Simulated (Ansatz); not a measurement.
Runs of Ansatz 0.2.0 on NbSi. Symmetry: Fm-3m, No. 225, cubic system. Conventional cell: a = 5.148 Å, b = 5.148 Å, c = 5.148 Å, α = 90.00°, β = 90.00°, γ = 90.00°. Nb (site symmetry m-3m) has 6 Si at 2.57 Å as nearest neighbours. Si (site symmetry m-3m) is surrounded by 6 Nb at 2.57 Å. The cell was built by a generator and needn't be a form met in nature.

```csv
level,U,hubbard projectors,double counting,gap on the mesh (eV),pressure (GPa)
LDA,-,-,-,none,-7.2
LDA+U,Nb d U = 3 eV,ortho-atomic (the default),fll (the default),none,(a)
LDA+U,Nb d U = 8 eV,ortho-atomic (the default),fll (the default),none,0.3
LDA+U,Nb d U = 2 eV,ortho-atomic (the default),fll (the default),none,-6.5
LDA+U,Nb d U = 5 eV,ortho-atomic (the default),fll (the default),none,(b)
```

Alike in all rows: task projected density of states; potentials or basis Ansatz PAW; no spin polarisation; cell as given; k mesh 9 × 9 × 9; cutoff (eV) 420; smearing fermi-dirac 0.05 eV.

Problem. Estimate the missing entries.

Solution. (a) -6.1; (b) -4.9.

Caveats: the PAW data sets come from PBE, with cores solved anew for the run's functional, which leaves a small shift of forces and pressure; the density of states is complete only up to the lowest level of the last band computed; U without spin polarisation on a metal has little footing (some runs); the U is typed as a test and isn't derived for this compound (some runs).

A k mesh can miss the band edges, and the runs leave out spin-orbit coupling on Nb.

A gap of «none» marks a metal or a gap under the smearing width.
